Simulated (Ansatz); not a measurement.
# MgZnGe2N4: band edges up the ladder

One table from this session's results is given with a row withheld; the runs are named, their logs left out.

Computed with Ansatz 0.2.0 (DFT PBEsol, scalar-relativistic, plane waves, PAW, unless a step's input says otherwise).

That is the level of the relaxation; later steps name their own.

## Starting point

The structure is monoclinic, space group Pc (No. 7). The conventional cell has a = 5.148 Å, b = 5.473 Å, c = 8.351 Å, α = 90.00°, β = 128.06°, γ = 90.00°. Around Zn (site symmetry 1) lie 4 N at 2.06 to 2.10 Å. Mg (site symmetry 1) has 4 N at 2.06 to 2.10 Å in its first shell of neighbours. Ge (site symmetry 1) has 4 N at 1.84 to 1.86 Å in its first shell of neighbours. N (site symmetry 1) is surrounded by 2 Ge at 1.86 Å and 1 Mg at 2.09 Å and 1 Zn at 2.10 Å. Around N (site symmetry 1) lie 2 Ge at 1.86 Å and 1 Zn at 2.09 Å and 1 Mg at 2.10 Å. Around N (site symmetry 1) lie 2 Ge at 1.84 to 1.86 Å and 1 Zn at 2.06 Å and 1 Mg at 2.06 Å. Around N (site symmetry 1) lie 2 Ge at 1.84 to 1.86 Å and 1 Mg at 2.06 Å and 1 Zn at 2.06 Å.

As a file:

```
Zn Mg Ge N
1.0
     5.47313    0.00000    0.00000
     0.00000    6.57546    0.00000
     0.00000    0.00000    5.14823
Zn Mg Ge N
2 2 4 8
Direct
  0.58530 0.87704 0.99968
  0.91470 0.37704 0.49968
  0.41470 0.12296 0.49968
  0.08530 0.62296 0.99968
  0.07348 0.12582 0.00758
  0.92652 0.87418 0.50758
  0.42652 0.62582 0.50758
  0.57348 0.37418 0.00758
  0.60069 0.85614 0.40564
  0.39931 0.14386 0.90564
  0.89931 0.35614 0.90564
  0.10069 0.64386 0.40564
  0.55972 0.39326 0.36710
  0.05972 0.10674 0.36710
  0.94028 0.89326 0.86710
  0.44028 0.60674 0.86710
```

Set-up of the first run:

(A quick probe on a coarse mesh, which set the mesh and smearing, is not shown.)

Contents of input.yaml:

```yaml
crystal:
  lattice:
    - [5.4731332, 0.0, 0.0]
    - [0.0, 6.57545629, 0.0]
    - [0.0, 0.0, 5.14822998]
  atoms:
    - { symbol: Zn, position: [0.58530176, 0.87704317, 0.99968401] }
    - { symbol: Zn, position: [0.91469824, 0.37704317, 0.49968401] }
    - { symbol: Mg, position: [0.41469824, 0.12295683, 0.49968401] }
    - { symbol: Mg, position: [0.08530176, 0.62295683, 0.99968401] }
    - { symbol: Ge, position: [0.07348023, 0.12582092, 0.00758118] }
    - { symbol: Ge, position: [0.92651977, 0.87417908, 0.50758118] }
    - { symbol: Ge, position: [0.42651977, 0.62582092, 0.50758118] }
    - { symbol: Ge, position: [0.57348023, 0.37417908, 0.00758118] }
    - { symbol: "N", position: [0.60069075, 0.85613773, 0.40563921] }
    - { symbol: "N", position: [0.39930925, 0.14386227, 0.90563921] }
    - { symbol: "N", position: [0.89930925, 0.35613773, 0.90563921] }
    - { symbol: "N", position: [0.10069075, 0.64386227, 0.40563921] }
    - { symbol: "N", position: [0.55971704, 0.39326077, 0.3670956] }
    - { symbol: "N", position: [0.05971704, 0.10673923, 0.3670956] }
    - { symbol: "N", position: [0.94028296, 0.89326077, 0.8670956] }
    - { symbol: "N", position: [0.44028296, 0.60673923, 0.8670956] }
basis:
  ecutwfc: 420
kpoints:
  mp_grid: { grid: [6, 4, 6] }
hamiltonian:
  xc: pbesol
scf:
  occupations: { method: gaussian, width: 0.02 }
output:
  forces: true
  stress: true
  eigenvalues: true
  write_density: true
  write_potential: true
  elf: true
  volumetric_format: npy
relax:
  adjacent_minimum: "off"
  f_tol: 0.005
  max_steps: 80
  cell: { stress_tol: 0.05 }
```

On the command line:

```bash
> ansatz run input.yaml --threads 4 --pin off --max-ram 10240MiB --backend cpu --events-out ev --progress --plain --runs-dir out
```

Steps of the session up to this table: The relaxation; Band edges over the whole zone; Levels with PBEsol; The run at PBEsol on the hybrid's mesh; The run at HSE06; The run at PBEsol, spin-orbit coupling; The run at r2SCAN.

One of the session's tables, all rows but one given; the rest of the session is left out.

| level | gap (eV) | least direct gap (eV) |
| --- | --- | --- |
| PBEsol | 2.30 | 2.30 |
| PBEsol on the hybrid's mesh | 2.30 | 2.30 |
| HSE06 | 3.68 | 3.68 |
| PBEsol, spin-orbit coupling | 2.30 | 2.30 |
| r2SCAN | ? | ? |

Estimate the missing values for r2SCAN.

**Answer.** gap (eV): 2.80; least direct gap (eV): 2.80. In the column «gap (eV)» it lies between PBEsol, spin-orbit coupling (2.30) and HSE06 (3.68).

Gaps are by band count over the mesh and the named points; a gap of 0 means that the bands overlap or touch.
